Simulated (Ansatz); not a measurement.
# CuHO (quintet): from Hartree-Fock to the top rungs, def2-TZVPP

The task here is to estimate one member of a computed series from the others.

Method: def2-TZVPP, core rule «outside noble gas», up to 10 orbitals frozen; program: Ansatz 0.2.0, Gaussian basis.

Plan: UHF; ROHF; CCSD(T) on UHF.

2 further runs of the same task are left out: 2 set aside as unsound or not needed.

## The geometry

The geometry is a PBE0/def2-TZVP stationary point (not a proven minimum) of the parent state, kept for this charge and spin.

3 atoms, charge 0, spin multiplicity 5.

Atoms are counted from 1 here; the program's logs count them from 0.

Bond lengths: Cu1–O2 1.785 Å, O2–H3 0.962 Å. Angles: Cu1–O2–H3 117.6°.

The first run:

in.yaml reads:

```yaml
crystal:
  periodic: [false, false, false]
  atoms:
    - {symbol: Cu, position_ang: [0.000000, 0.015109, 0.382355]}
    - {symbol: O, position_ang: [0.000000, -0.105079, -1.398874]}
    - {symbol: H, position_ang: [0.000000, 0.715425, -1.900920]}
basis:
  gaussian: {orbitals: def2-TZVPP}
magnetization: {spin_polarized: true, initial_magnetization: 4}
hamiltonian: {xc: hf}
output: {orbitals: {seedname: orbitals}}
```

Run with:

```sh
$ ansatz run in.yaml --threads 1 --pin off --events-out ev --progress --plain --max-ram 2560MiB --backend cpu
```

Among the steps run: UHF; ROHF; CCSD(T) on UHF.

One table of the session follows, with a row left open; its other results are not shown here.

| method | from UCCSD(T) (kcal/mol) |
| --- | --- |
| ROHF | +371.16 |
| UHF | +365.42 |
| UMP2 | ? |
| UCCSD | +11.10 |
| UCCSD(T) | 0 |

Estimate the missing values for UMP2.

**Answer.** from UCCSD(T) (kcal/mol): +6.16. In the column «from UCCSD(T) (kcal/mol)» it lies between UCCSD(T) (0) and UCCSD (+11.10).
